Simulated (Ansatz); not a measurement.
# CuF3HP (Cu(PF3)H): the cost of one run

Program: Ansatz 0.2.0, Gaussian basis. Level of theory: the settings change from run to run. These are calculated values, not measurements.

### 1 The geometry

The geometry comes from an earlier relaxation with PBE0-D4/def2-SVP; it is a stationary point.

6 atoms, charge 0, spin multiplicity 1.

Atoms are counted from 1 here; the program's logs count them from 0.

Bond lengths: Cu1–P2 2.185 Å, Cu1–H6 1.526 Å, P2–F3 1.578 Å, P2–F4 1.578 Å, P2–F5 1.578 Å. Angles: P2–Cu1–H6 179.5°, Cu1–P2–F3 118.9°, Cu1–P2–F4 118.4°, Cu1–P2–F5 118.7°, F3–P2–F4 98.9°, F3–P2–F5 98.9°, F4–P2–F5 98.9°.

### 2 wB97X-V/ANO-RCC-VTZP

Set apart from the defaults: charge +1, multiplicity 2, a point charge of -1.00 e beside it.

Input file in.yaml:

```yaml
crystal:
  periodic: [false, false, false]
  atoms:
    - {symbol: Cu, position_ang: [-0.012148, 0.012653, -1.580670]}
    - {symbol: P, position_ang: [0.002307, 0.000092, 0.604017]}
    - {symbol: F, position_ang: [0.130051, 1.371828, 1.373885]}
    - {symbol: F, position_ang: [1.142590, -0.801868, 1.343512]}
    - {symbol: F, position_ang: [-1.246437, -0.591708, 1.366146]}
    - {symbol: H, position_ang: [-0.016362, 0.009002, -3.106901]}
basis:
  gaussian: {orbitals: ANO-RCC-VTZP, point_charges: [{charge: -1.00, position_ang: [3.779, 0.580, -0.657]}]}
total_charge: 1
magnetization: {spin_polarized: true, initial_magnetization: 1}
hamiltonian: {xc: {name: wB97X-V}}
```

On the command line:

```
ansatz run in.yaml --threads 4 --pin off --events-out ev --progress --plain --max-ram 3916MiB
```

**Question.** How long does this run take on 4 threads of Intel Xeon at 2.50GHz, shared host, and how much memory does it need?

About 1.7 min, with a peak of 1.3 GiB.
